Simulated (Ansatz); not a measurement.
A nudged elastic band was laid between two geometries of a periodic cell of 33 atoms, Al (host Al, host structure fcc, interstitial Al).

These are results of Ansatz, DFT PBE, scalar-relativistic, plane waves, PAW, not measurements. Settings: cutoff 420 eV, k mesh 3x3x3, fermi-dirac smearing 0.1 eV, no spin polarisation.

```
movable images  : 5
climbing image  : yes
spring          : 5.0 eV/Å²
optimiser       : quadratic models (default)
start path      : IDPP
force threshold : 0.03 eV/Å
iteration limit : 80
end points      : relaxed
```

Image 0:

```xyz
33
Lattice="8.1000 0.0000 0.0000 0.0000 8.1000 0.0000 0.0000 0.0000 8.1000" Properties=species:S:1:pos:R:3
Al 4.081 -0.016 -0.017
Al 6.055 1.979 -0.017
Al 6.055 -0.017 1.979
Al -0.047 -0.017 -0.017
Al 2.030 1.896 0.018
Al 4.154 4.053 0.019
Al 6.055 6.107 -0.017
Al 2.030 0.018 1.896
Al 4.043 2.040 2.040
Al 6.099 4.053 1.895
Al 4.154 0.018 4.053
Al 6.099 1.895 4.053
Al 6.055 -0.017 6.107
Al -0.130 4.053 0.018
Al 2.030 6.181 0.019
Al -0.017 2.007 2.007
Al 1.989 4.021 1.640
Al 4.015 6.038 2.070
Al -0.130 0.018 4.053
Al 1.989 1.639 4.021
Al 4.609 4.022 4.021
Al 6.099 6.183 4.053
Al 2.030 0.018 6.181
Al 4.015 2.070 6.038
Al 6.099 4.053 6.183
Al 0.009 6.073 2.033
Al -0.367 4.022 4.021
Al 1.990 6.609 4.021
Al 0.010 2.033 6.073
Al 1.990 4.021 6.611
Al 3.985 6.008 6.008
Al 0.039 6.046 6.046
Al 2.157 4.153 4.154
```

Image 6:

```xyz
33
Lattice="8.1000 0.0000 0.0000 0.0000 8.1000 0.0000 0.0000 0.0000 8.1000" Properties=species:S:1:pos:R:3
Al 4.046 0.009 -0.002
Al 6.067 2.032 -0.103
Al 6.067 -0.132 2.021
Al 0.011 0.021 0.008
Al 2.036 1.968 -0.530
Al 3.986 4.000 0.055
Al 6.081 6.043 -0.034
Al 2.036 -0.311 2.052
Al 4.469 1.967 2.054
Al 6.067 4.139 2.021
Al 4.072 -0.019 4.071
Al 6.068 2.032 4.173
Al 6.081 -0.051 6.091
Al 0.070 3.989 0.066
Al 2.023 6.114 -0.114
Al -0.479 1.968 2.053
Al 2.036 4.668 2.052
Al 4.178 6.112 2.021
Al -0.015 -0.008 4.060
Al 2.036 1.968 4.426
Al 4.017 4.028 4.014
Al 6.081 6.042 4.095
Al 2.023 -0.134 6.056
Al 4.170 2.032 6.056
Al 6.081 4.075 6.090
Al -0.120 6.113 2.021
Al 0.041 4.017 4.002
Al 2.023 6.112 4.183
Al -0.112 2.032 6.055
Al 2.023 4.142 6.055
Al 4.092 6.042 6.091
Al -0.038 6.042 6.090
Al 1.984 2.237 1.919
```

Q: Which bonds break or form, and what moves?

A: The atom that moves furthest is Al33, by 2.95 Å; four of its nearest neighbours are Al21 2.46, Al30 2.47, Al28 2.47, Al20 2.52 Å at the first end and Al17 2.44, Al5 2.46, Al16 2.48, Al9 2.50 Å at the last.

Q: Give the energies along the band, and the barrier.

A: The forces met the threshold. The highest image is number 3 of 0 to 6, 0.55 eV above the ends, which have the same energy within 2 meV. By the program's own check the climbing image is a first-order saddle point (lowest curvatures found: -0.53 and 0.27 eV/Å²). Limits of this set-up: coarse k mesh, a small cell, in which the defect meets its images, a typed lattice constant that wasn't relaxed here.

```
image  path coordinate (Å)  energy (eV)  Al5–Al8 (Å)  Al5–Al17 (Å)  Al8–Al20 (Å)
    0                 0.00         0.00         2.66          2.67          2.67
    1                 0.93         0.00         2.78          2.70          2.55
    2                 1.86         0.32         2.90          2.89          2.58
    3                 2.79         0.55         2.90          3.23          2.68
    4                 4.04         0.16         2.78          3.96          2.69
    5                 5.29         0.02         2.93          4.14          2.94
    6                 6.54         0.00         3.44          3.74          3.29
```

Q: What is the geometry of the highest image?

A: 
```xyz
33
Lattice="8.1000 0.0000 0.0000 0.0000 8.1000 0.0000 0.0000 0.0000 8.1000" Properties=species:S:1:pos:R:3
Al 4.087 -0.008 0.028
Al 6.075 2.007 0.040
Al 6.075 0.088 2.021
Al -0.036 -0.008 0.028
Al 2.025 2.172 0.206
Al 4.042 4.060 0.008
Al 6.075 6.075 -0.013
Al 2.025 -0.234 1.830
Al 4.044 1.973 2.094
Al 6.075 3.953 1.989
Al 4.207 -0.104 4.082
Al 6.075 1.953 4.111
Al 6.075 0.008 6.142
Al 0.008 4.060 0.008
Al 2.025 6.040 -0.735
Al 0.007 1.973 2.094
Al 2.025 5.136 1.496
Al 4.310 6.113 2.063
Al -0.157 -0.104 4.082
Al 2.025 1.231 4.077
Al 4.308 4.029 4.147
Al 6.075 6.042 4.078
Al 2.025 0.219 6.355
Al 4.086 1.994 6.126
Al 6.075 3.986 6.222
Al -0.260 6.113 2.063
Al -0.257 4.029 4.147
Al 2.025 6.142 4.178
Al -0.036 1.994 6.126
Al 2.025 3.794 5.898
Al 4.207 6.047 6.030
Al -0.156 6.047 6.030
Al 2.025 3.457 3.163
```

Time of the run: 18 min on 4 threads of Intel(R) Xeon(R) 6975P-C (Granite Rapids), with other jobs on the host, peak memory 4.5 GiB.
